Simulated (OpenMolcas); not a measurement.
# WCl4O (SMILES O=[W](Cl)(Cl)(Cl)Cl) at 6 levels

Aim: a comparison of 6 runs (HF/def2-SVP, B3LYP/def2-SVP, M06-L/def2-SVP, SVWN5/def2-SVP, TPSS/def2-SVP, MP2/def2-SVP) of WCl4O. 

The results are computed with OpenMolcas 26.06.

2 further runs of the same task are left out: 2 set aside as unsound or not needed.

## Step 1: Starting point

WCl4O has 6 atoms, charge 0, and is taken as a singlet. As SMILES, `O=[W](Cl)(Cl)(Cl)Cl`. One bond was lengthened or shortened from a relaxed shape.

Bond lengths: O1–W2 1.918 Å, W2–Cl3 2.287 Å, W2–Cl4 2.287 Å, W2–Cl5 2.287 Å, W2–Cl6 2.287 Å. Angles: O1–W2–Cl3 104.0°, O1–W2–Cl4 103.9°, O1–W2–Cl5 103.9°, O1–W2–Cl6 103.9°, Cl3–W2–Cl4 152.1°, Cl3–W2–Cl5 86.7°, Cl3–W2–Cl6 86.7°, Cl4–W2–Cl5 86.7°, Cl4–W2–Cl6 86.7°, Cl5–W2–Cl6 152.1°.

## Step 2: A single-point energy at HF/def2-SVP (core potential) (run 1)

File struct.xyz:

```xyz
6

O     -0.011481    -1.995905     0.213065
W     -0.000510    -0.089070     0.009510
Cl     1.915280     0.567920     1.072290
Cl    -1.910010     0.350500    -1.170330
Cl     1.129180     0.249450    -1.950250
Cl    -1.123900     0.668360     1.852270
```

File job.input:

```
* Cl4OW Hartree-Fock

&gateway
 baslib=$CurrDir
 coord=struct.xyz
 basis=def2-SVP
 group=NoSym

&seward

&scf
 thresholds=1e-10 1e-07 1e-07 1e-05
 prorbitals=1 1
```

The basis set def2-SVP is read from a file made from the Basis Set Exchange's data (not shown).

Command:

```bash
$ export MOLCAS_MEM=1860
$ pymolcas job.input > job.log
```

The program printed:

```text
--- Start Module: gateway ---
[...]
--- Stop Module: gateway /rc=_RC_ALL_IS_WELL_ ---
--- Start Module: seward ---
[...]
      Basis functions          118
--- Stop Module: seward /rc=_RC_ALL_IS_WELL_ ---
[...]
--- Start Module: scf ---
[...]
       Convergence after  19 Iterations
[...]
::    Total SCF energy                              -1978.6941185402
[...]
      Total spin, S                                     0.0000000000
[...]
      Total electronic charge=   90.000000
      Total            charge=   -0.000000
[...]
      Dipole Moment (debye):
      Origin of the operator (angstrom)=    0.0003    0.0468   -0.0050
                   X=  1.4251E-02               Y=  2.4611E+00               Z= -2.6271E-01           Total=  2.4751E+00
      Quadrupole Moment (debye*angstrom):
[...]
--- Stop Module: scf /rc=_RC_ALL_IS_WELL_ ---
[...]
```

Wall time 20 s (1 thread of Arm Neoverse V1, shared host); peak memory 0.74 GiB.

## Step 3: The energy at B3LYP/def2-SVP (core potential) (run 2)

File calc.input:

```
&GATEWAY
BasLib = $CurrDir
BasisSet
O.def2-SVP....
O1 -0.011481 -1.995905 0.213065 angstrom
End of Basis
BasisSet
W.def2-SVP....
W2 -0.000510 -0.089070 0.009510 angstrom
End of Basis
BasisSet
Cl.def2-SVP....
Cl3 1.915280 0.567920 1.072290 angstrom
Cl4 -1.910010 0.350500 -1.170330 angstrom
Cl5 1.129180 0.249450 -1.950250 angstrom
Cl6 -1.123900 0.668360 1.852270 angstrom
End of Basis
&SEWARD
GridInput
Grid=UltraFine
End of Grid
&SCF
KSDFT = B3LYP
Thresholds = 1e-10 1e-07 1e-07 1e-05
PrOrbitals = 1 2
```

The basis set def2-SVP is read from a file made from the Basis Set Exchange's data (not shown).

Command:

```bash
$ export MOLCAS_MEM=1860
$ pymolcas calc.input > calc.log
```

The program printed:

```text
--- Start Module: gateway ---
[...]
--- Stop Module: gateway /rc=_RC_ALL_IS_WELL_ ---
--- Start Module: seward ---
[...]
      Basis functions          118
--- Stop Module: seward /rc=_RC_ALL_IS_WELL_ ---
[...]
--- Start Module: scf ---
[...]
       Convergence after  22 Iterations
[...]
::    Total KS-DFT energy                           -1982.7456025989
[...]
      Total spin, S                                     0.0000000000
[...]
      Total electronic charge=   90.000000
      Total            charge=   -0.000000
[...]
      Dipole Moment (debye):
      Origin of the operator (angstrom)=    0.0003    0.0468   -0.0050
                   X=  1.0784E-02               Y=  1.8616E+00               Z= -1.9872E-01           Total=  1.8722E+00
      Quadrupole Moment (debye*angstrom):
[...]
--- Stop Module: scf /rc=_RC_ALL_IS_WELL_ ---
[...]
```

Wall time 48 s (1 thread of Arm Neoverse V1, shared host); peak memory 0.74 GiB.

Run 3 isn't shown in full; the table further down has it.

## Step 4: A single-point energy at SVWN5/def2-SVP (core potential) (run 4)

File input.xyz:

```xyz
6

O     -0.011481    -1.995905     0.213065
W     -0.000510    -0.089070     0.009510
Cl     1.915280     0.567920     1.072290
Cl    -1.910010     0.350500    -1.170330
Cl     1.129180     0.249450    -1.950250
Cl    -1.123900     0.668360     1.852270
```

File run.input:

```
>>> EXPORT MOLCAS_PRINT=2

&GATEWAY
 BASLIB=$CurrDir
 COORD=input.xyz
 BASIS=def2-SVP
 GROUP=NoSym

&SEWARD
 GRIDINPUT
 Grid=UltraFine
 End of Grid

&SCF
 KSDFT=SVWN5
 THRESHOLDS=1e-10 1e-07 1e-07 1e-05
 PRORBITALS=1 2
```

The basis set def2-SVP is read from a file made from the Basis Set Exchange's data (not shown).

Command:

```bash
$ export MOLCAS_MEM=1860
$ pymolcas run.input > run.log
```

The program printed:

```text
--- Start Module: gateway ---
[...]
--- Stop Module: gateway /rc=_RC_ALL_IS_WELL_ ---
--- Start Module: seward ---
[...]
      Basis functions          118
--- Stop Module: seward /rc=_RC_ALL_IS_WELL_ ---
[...]
--- Start Module: scf ---
[...]
       Convergence after  27 Iterations
[...]
::    Total KS-DFT energy                           -1976.1577983050
[...]
      Total spin, S                                     0.0000000000
[...]
      Total electronic charge=   90.000000
      Total            charge=   -0.000000
[...]
      Dipole Moment (debye):
      Origin of the operator (angstrom)=    0.0003    0.0468   -0.0050
                   X=  1.0388E-02               Y=  1.7941E+00               Z= -1.9151E-01           Total=  1.8043E+00
      Quadrupole Moment (debye*angstrom):
[...]
--- Stop Module: scf /rc=_RC_ALL_IS_WELL_ ---
[...]
```

Run time: 43 s. Hardware: 1 thread of Arm Neoverse V1, shared host; peak memory 0.74 GiB.

Run 5 isn't shown in full; the table further down has it.

## Step 5: A single-point energy at MP2/def2-SVP (core potential) (run 6)

File calc.input:

```
* Cl4OW MP2
>>> EXPORT MOLCAS_PRINT=2

&GATEWAY
  BasLib = $CurrDir
  Coord
  6
  angstrom
  O       -0.011481      -1.995905       0.213065
  W       -0.000510      -0.089070       0.009510
  Cl       1.915280       0.567920       1.072290
  Cl      -1.910010       0.350500      -1.170330
  Cl       1.129180       0.249450      -1.950250
  Cl      -1.123900       0.668360       1.852270
  Basis = def2-SVP
  Group = NoSym

&SEWARD

&SCF
  Thresholds = 1e-10 1e-07 1e-07 1e-05
  PrOrbitals = 0

&MBPT2
  Frozen = 21
```

The basis set def2-SVP is read from a file made from the Basis Set Exchange's data (not shown).

Command:

```bash
$ export MOLCAS_MEM=1860
$ pymolcas calc.input > calc.log
```

The program printed:

```text
--- Start Module: gateway ---
[...]
--- Stop Module: gateway /rc=_RC_ALL_IS_WELL_ ---
[...]
      Basis functions          118
[...]
--- Start Module: scf ---
[...]
       Convergence after  19 Iterations
[...]
::    Total SCF energy                              -1978.6941185402
[...]
      Total spin, S                                     0.0000000000
[...]
      Total electronic charge=   90.000000
      Total            charge=   -0.000000
[...]
      Dipole Moment (debye):
      Origin of the operator (angstrom)=    0.0003    0.0468   -0.0050
                   X=  1.4251E-02               Y=  2.4611E+00               Z= -2.6271E-01           Total=  2.4751E+00
      Quadrupole Moment (debye*angstrom):
[...]
--- Stop Module: scf /rc=_RC_ALL_IS_WELL_ ---
[...]
--- Start Module: mbpt2 ---
[...]
WARNING!
Default frozen orbitals as non valence orbitals is overwritten by user input.
Default values:  21
[...]
       Reference weight ( Cref**2 )         =        0.66422
::    Total MBPT2 energy                            -1979.8704356162
[...]
      Total MBPT2 calculations                           1.05      1.22
--- Stop Module: mbpt2 /rc=_RC_ALL_IS_WELL_ ---
[...]
```

Run time: 21 s. Hardware: 1 thread of Arm Neoverse V1, shared host; peak memory 0.74 GiB.

## Step 6: All runs side by side

```csv
run,level,integration grid,frozen core orbitals,energy (Eh),dipole moment (D) of the reference,HOMO energy (eV),LUMO energy (eV),wall time
1,HF/def2-SVP (core potential),–,–,-1978.694119,2.48,-12.51,-2.24,20 s
2,B3LYP/def2-SVP (core potential),UltraFine,–,-1982.745603,1.87,-8.82,-5.24,48 s
3,M06-L/def2-SVP (core potential),UltraFine,–,-1982.737864,1.66,-8.25,-5.85,64 s
4,SVWN5/def2-SVP (core potential),UltraFine,–,-1976.157798,1.80,-7.86,-5.76,43 s
5,TPSS/def2-SVP (core potential),UltraFine,–,-1982.807315,1.66,-7.96,-5.71,68 s
6,MP2/def2-SVP (core potential),–,21,-1979.870436,2.48,-12.51,-2.24,21 s
```

## Step 7: Outcome

| quantity | value |
| --- | --- |
| run 6: total energy | -1979.87044 Eh |
| run 6: dipole moment (mean-field density) | 2.48 D |
| run 6: HOMO energy (Hartree–Fock orbitals) | -12.51 eV |
| run 6: LUMO energy (Hartree–Fock orbitals) | -2.24 eV |
| run 6: HOMO–LUMO gap (Hartree–Fock orbitals) | 10.27 eV |
| run 6: correlation energy (21 core orbitals frozen) | -1176.3 mEh |

In words: Over runs 1, 2, 3, 4, 5 the dipole moment (its size) runs from 1.66 D (M06-L/def2-SVP) to 2.48 D (HF/def2-SVP). Over runs 1, 2, 3, 4, 5 the HOMO–LUMO gap runs from 2.10 eV (SVWN5/def2-SVP) to 10.27 eV (HF/def2-SVP). Exact exchange widens orbital gaps. Totals of different functionals can't be ranked against each other. All runs together took 4.4 min, the longest 68 s.
